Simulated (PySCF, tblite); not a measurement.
**C₄H₁₀GeSi: dynamics, then NMR shifts on frames**

Aim: move C₄H₁₀GeSi (`C#C[SiH2][C@@H](C)[GeH3]`) away from its starting geometry and see how NMR shifts follow the geometry.

The runs use tblite 0.8.0 and PySCF 2.14.0, with density-fitted response routines of our own; the level of theory stands in each step. All values are computed, except where a source is named. Atoms count from 0, in the outputs and in this text.

**1. The molecule as given**

16 atoms, charge 0, multiplicity 1; geometry from: GFN2-xTB.

Bonds of the start (Å): C0–C1 1.20, C1–Si2 1.85, Si2–C3 1.91, C3–C4 1.53, C3–Ge5 1.98, C0–H6 1.05, Si2–H7 1.47, Si2–H8 1.47, C3–H9 1.09, C4–H10 1.09, C4–H11 1.09, C4–H12 1.09, Ge5–H13 1.50, Ge5–H14 1.50, Ge5–H15 1.50.

**2. Dynamics with GFN2-xTB**

Job settings and geometry (Å):

```
{"job": {"kind": "md", "xc": "GFN2-xTB", "basis": "xTB", "temperature": 300, "steps": 2000, "every": 50, "frames": 5}, "charge": 0, "multiplicity": 1}
C      3.530157    -0.179815    -0.178673
C      2.471022     0.366804    -0.021096
Si     0.816511     1.164779     0.213046
C     -0.484524    -0.183622    -0.151300
C     -0.284206    -1.425614     0.712809
Ge    -2.312930     0.530411     0.079062
H      4.460774    -0.651708    -0.317579
H      0.706602     1.629104     1.602567
H      0.680056     2.274196    -0.739823
H     -0.381180    -0.471708    -1.202350
H     -1.020109    -2.193773     0.469541
H      0.710133    -1.846156     0.565797
H     -0.394394    -1.180551     1.768795
H     -3.354683    -0.500127    -0.248922
H     -2.582882     1.722060    -0.789020
H     -2.567947     0.954665     1.493219
```

Level: GFN2-xTB Langevin dynamics, gas phase.

Run with:

```sh
$ OMP_NUM_THREADS=1 python probes_run.py task.json out
```

The driver reads the jobs from task.json and runs them one after another.

Output:

```text
t/fs     T/K      E/eV
    0.0   244.0   -468.48919
   25.0   177.6   -468.33381
   50.0   180.6   -468.24012
   75.0   224.2   -468.20022
  100.0   199.2   -468.18653
  125.0   250.1   -468.20340
  150.0   243.9   -468.06320
  175.0   249.5   -468.10709
  200.0   151.6   -467.84926
  225.0   289.4   -468.07990
  250.0   254.4   -467.91918
  275.0   309.8   -467.85849
  300.0   257.6   -467.77759
  325.0   304.2   -467.78775
  350.0   316.8   -467.71883
  375.0   319.0   -467.94065
  400.0   241.1   -467.88273
  425.0   243.1   -467.97316
  450.0   253.8   -467.94146
  475.0   233.9   -467.90250
  500.0   302.6   -467.93683
  525.0   396.3   -467.86249
  550.0   244.4   -468.00436
  575.0   257.2   -468.04618
  600.0   258.1   -468.13209
  625.0   249.6   -467.92102
  650.0   269.5   -468.00762
  675.0   270.6   -467.96969
  700.0   247.0   -467.97742
  725.0   253.4   -468.10201
  750.0   321.8   -468.12782
  775.0   256.0   -468.16091
  800.0   267.3   -468.04714
  825.0   286.9   -468.10050
  850.0   239.5   -468.09993
  875.0   218.1   -468.13038
  900.0   271.8   -468.06714
  925.0   305.4   -468.11713
  950.0   226.5   -467.95825
  975.0   256.5   -468.08908
 1000.0   304.2   -468.14463
```

Run time: 14 s. Hardware: 1 thread of Arm Neoverse V1, shared host; peak memory 0.18 GiB.

Distance from the start (root mean square after alignment): 0 fs 0.00 Å, 200 fs 0.35 Å, 400 fs 0.45 Å, 600 fs 0.27 Å, 800 fs 0.14 Å, 1000 fs 0.37 Å.

Positions (Å) and forces (eV/Å) at 1000 fs:

```xyz
16

C     3.190    0.553    1.440   -1.530    0.238   -0.330
C     1.988    0.648    1.262    2.073   -0.387    0.524
Si    0.167    0.741    1.416   -0.030    0.812    0.603
C    -0.667   -0.543    0.353   -0.482   -0.537   -0.506
C    -0.525   -1.990    0.824   -0.037   -0.271    1.605
Ge   -2.568   -0.001    0.331   -0.408    0.238    1.173
H     4.239    0.550    1.502    0.046   -0.070   -0.039
H    -0.353    0.552    2.784    0.209   -0.040   -0.011
H    -0.097    2.145    1.040   -0.153   -0.125   -0.124
H    -0.302   -0.463   -0.669    0.079   -0.058   -0.164
H    -1.250   -2.677    0.339    0.631    0.414    0.105
H     0.517   -2.349    0.728   -0.585    0.089   -0.269
H    -0.733   -2.059    1.950    0.083    0.150   -1.369
H    -3.419   -1.200    0.175   -0.307   -0.318   -0.422
H    -2.950    1.111   -0.600    0.025   -0.100   -0.009
H    -3.074    0.435    1.763    0.387   -0.035   -0.767
```

**3. NMR shieldings: 250 fs, PBE0/pcSseg-1**

Job settings and geometry (Å):

```
{"job": {"kind": "nmr", "xc": "PBE0", "basis": "pcSseg-1", "pop": false}, "charge": 0, "multiplicity": 1}
C      3.259200     0.169700    -0.352900
C      2.219400     0.426500     0.182300
Si     0.602700     1.057200     0.781500
C     -0.655700    -0.334200     0.318600
C     -0.627700    -1.523800     1.263800
Ge    -2.524300     0.211400     0.208900
H      4.191300    -0.265100    -0.715100
H      0.679300     1.338800     2.182300
H      0.397000     2.232300    -0.008800
H     -0.242400    -0.649200    -0.660900
H     -1.044100    -2.460000     0.755300
H      0.420400    -1.781700     1.647900
H     -1.283800    -1.292600     2.217100
H     -3.405700    -1.036400    -0.204400
H     -2.562300     1.365500    -0.665000
H     -3.022000     0.718500     1.472200
```

With the program's defaults for keys left out, this is: GIAO PBE0/pcSseg-1 NMR shielding, non-relativistic, gas phase.

Output:

```text
coarse grid: 59272 points
cycle   1  E = -2523.9265992629  dE = -3.356e-01  |g| = 9.300e-01  |ddm| = 3.650e+00
cycle   2  E = -2523.8868182445  dE =  3.978e-02  |g| = 9.630e-01  |ddm| = 1.188e+00
cycle   3  E = -2524.0028152786  dE = -1.160e-01  |g| = 1.846e-01  |ddm| = 7.699e-01
cycle   4  E = -2524.0091160025  dE = -6.301e-03  |g| = 9.909e-02  |ddm| = 2.027e-01
cycle   5  E = -2524.0113722921  dE = -2.256e-03  |g| = 2.009e-02  |ddm| = 7.314e-02
cycle   6  E = -2524.0114764322  dE = -1.041e-04  |g| = 4.037e-03  |ddm| = 2.049e-02
cycle   7  E = -2524.0114802619  dE = -3.830e-06  |g| = 9.696e-04  |ddm| = 4.731e-03
final grid: 123520 points
cycle   8  E = -2524.0115163251  dE = -4.442e-08  |g| = 1.056e-03  |ddm| = 2.826e-03
cycle   9  E = -2524.0115162267  dE =  9.839e-08  |g| = 1.325e-03  |ddm| = 2.067e-03
cycle  10  E = -2524.0115165467  dE = -3.200e-07  |g| = 1.502e-04  |ddm| = 1.093e-03
cycle  11  E = -2524.0115165519  dE = -5.240e-09  |g| = 5.617e-05  |ddm| = 1.478e-04
cycle  12  E = -2524.0115165526  dE = -7.226e-10  |g| = 1.038e-05  |ddm| = 4.513e-05
converged SCF energy = -2524.0115165526

GIAO shielding tensors (ppm)
atom      isotropic    diamagn.    paramagn.     s11        s22        s33       span
  0 C       83.102     264.707    -181.605     -3.210      0.040    252.477    255.687
  1 C       96.815     261.283    -164.468     -4.544      5.858    289.132    293.676
  2 Si     411.825     881.167    -469.342    385.246    390.314    459.915     74.669
  3 C      179.682     254.141     -74.459    173.921    178.835    186.290     12.369
  4 C      155.641     245.773     -90.132    143.765    150.111    173.049     29.284
  5 Ge    1530.384    2756.223   -1225.839   1422.347   1479.756   1689.050    266.703
  6 H       28.613      31.717      -3.104     23.530     23.763     38.546     15.016
  7 H       28.036      29.405      -1.369     24.151     26.752     33.205      9.054
  8 H       27.657      29.962      -2.305     23.012     27.273     32.687      9.675
  9 H       30.490      34.098      -3.608     26.427     28.362     36.682     10.254
 10 H       28.313      28.349      -0.037     23.909     25.892     35.138     11.229
 11 H       28.309      28.397      -0.088     22.908     27.233     34.786     11.878
 12 H       28.432      27.735       0.696     23.475     27.476     34.344     10.870
 13 H       26.937      27.750      -0.813     21.015     22.431     37.364     16.350
 14 H       28.511      30.263      -1.752     20.706     23.701     41.126     20.420
 15 H       28.969      30.705      -1.736     22.190     23.890     40.828     18.637
```

It took 28 s on 1 thread of Arm Neoverse V1, shared host; peak memory 0.89 GiB.

Shifts follow as δ = σ(reference) − σ, with reference shieldings (ppm) from runs at the same level and on the same kind of geometry: 1H TMS 31.72, 13C TMS 186.9, 29Si TMS 349.2, 73Ge GeMe4 1331. The references are single molecules in the gas phase. Each atom is listed at this fixed geometry, with no averaging over motion; a spectrum would average atoms that exchange fast.

```
atoms                                environment  σ (ppm)  δ (ppm)
   C0                     terminal alkyne carbon     83.1    103.8
   C1                              alkyne carbon     96.8     90.1
   C4                              methyl carbon    155.6     31.3
   C3                 sp3 CH bonded to Ge and Si    179.7      7.2
  H13        hydrogen on a germanium bonded to C    26.94     4.78
   H8        hydrogen on a silicon bonded to 2 C    27.66     4.06
   H7        hydrogen on a silicon bonded to 2 C    28.04     3.68
  H11                hydrogen on a methyl carbon    28.31     3.41
  H10                hydrogen on a methyl carbon    28.31     3.40
  H12                hydrogen on a methyl carbon    28.43     3.29
  H14        hydrogen on a germanium bonded to C    28.51     3.21
   H6       hydrogen on a terminal alkyne carbon    28.61     3.10
  H15        hydrogen on a germanium bonded to C    28.97     2.75
   H9  hydrogen on an sp3 CH bonded to Ge and Si    30.49     1.23
  Si2                 silicon bonded to 2 C, 2 H    411.8    -62.7
  Ge5                 germanium bonded to C, 3 H     1530     -199
```

**4. Nuclear shieldings: 425 fs, PBE0/pcSseg-1**

Job settings and geometry (Å):

```
{"job": {"kind": "nmr", "xc": "PBE0", "basis": "pcSseg-1", "pop": false}, "charge": 0, "multiplicity": 1}
C      2.820500    -0.147800     0.229000
C      1.847100     0.394700     0.683500
Si     0.101700     1.078200     0.984500
C     -0.881900    -0.546900     0.592600
C     -0.859700    -1.638500     1.696500
Ge    -2.795800    -0.060600     0.181900
H      3.638900    -0.450100    -0.304000
H      0.087100     1.737400     2.288700
H     -0.248100     2.154500    -0.077900
H     -0.487200    -0.996700    -0.329200
H     -1.217700    -2.571000     1.274500
H      0.126200    -1.954700     1.947000
H     -1.466600    -1.397100     2.514000
H     -3.584600    -1.139900    -0.523400
H     -3.095500     1.082800    -0.714300
H     -3.466300     0.244500     1.493500
```

Method: GIAO PBE0/pcSseg-1 NMR shielding, non-relativistic, gas phase.

Output:

```text
coarse grid: 59272 points
cycle   1  E = -2523.9235145701  dE = -3.708e-01  |g| = 9.313e-01  |ddm| = 3.650e+00
cycle   2  E = -2523.8916262825  dE =  3.189e-02  |g| = 9.510e-01  |ddm| = 1.166e+00
cycle   3  E = -2524.0052399532  dE = -1.136e-01  |g| = 1.335e-01  |ddm| = 7.165e-01
cycle   4  E = -2524.0076486551  dE = -2.409e-03  |g| = 8.565e-02  |ddm| = 1.613e-01
cycle   5  E = -2524.0094159659  dE = -1.767e-03  |g| = 2.048e-02  |ddm| = 6.897e-02
cycle   6  E = -2524.0095209394  dE = -1.050e-04  |g| = 4.697e-03  |ddm| = 1.827e-02
cycle   7  E = -2524.0095264199  dE = -5.481e-06  |g| = 8.856e-04  |ddm| = 5.171e-03
final grid: 123520 points
cycle   8  E = -2524.0095115480  dE = -4.716e-08  |g| = 1.025e-03  |ddm| = 2.714e-03
cycle   9  E = -2524.0095113750  dE =  1.729e-07  |g| = 1.393e-03  |ddm| = 2.136e-03
cycle  10  E = -2524.0095117663  dE = -3.912e-07  |g| = 2.809e-04  |ddm| = 1.164e-03
cycle  11  E = -2524.0095117856  dE = -1.934e-08  |g| = 6.468e-05  |ddm| = 2.251e-04
cycle  12  E = -2524.0095117866  dE = -9.677e-10  |g| = 1.123e-05  |ddm| = 5.829e-05
converged SCF energy = -2524.0095117866

GIAO shielding tensors (ppm)
atom      isotropic    diamagn.    paramagn.     s11        s22        s33       span
  0 C       83.411     260.497    -177.086     -3.927      3.972    250.187    254.114
  1 C       91.433     268.306    -176.873    -18.848      4.806    288.339    307.187
  2 Si     401.462     880.036    -478.574    360.271    389.535    454.581     94.310
  3 C      174.770     252.032     -77.262    162.055    171.811    190.444     28.390
  4 C      177.255     243.796     -66.541    165.427    168.369    197.970     32.544
  5 Ge    1550.823    2754.728   -1203.905   1423.140   1496.272   1733.057    309.918
  6 H       30.549      33.803      -3.254     24.897     25.640     41.109     16.211
  7 H       27.267      28.536      -1.269     23.915     25.602     32.283      8.368
  8 H       26.078      28.716      -2.638     22.017     25.458     30.758      8.741
  9 H       30.339      34.440      -4.101     26.099     28.334     36.583     10.484
 10 H       30.531      29.393       1.139     25.180     28.355     38.059     12.879
 11 H       30.423      30.272       0.151     24.669     28.983     37.615     12.946
 12 H       31.772      29.968       1.804     26.564     29.956     38.797     12.233
 13 H       27.834      28.754      -0.920     21.256     22.570     39.676     18.420
 14 H       28.116      29.530      -1.414     21.035     23.131     40.181     19.146
 15 H       28.314      29.043      -0.729     21.794     23.762     39.387     17.593
```

Wall time 27 s (1 thread of Arm Neoverse V1, shared host); peak memory 0.87 GiB.

This run: δ C0 103.5, C1 95.5, C3 12.2, C4 9.7, H8 5.64, H7 4.45 ppm.

[end of part 1 of 2]
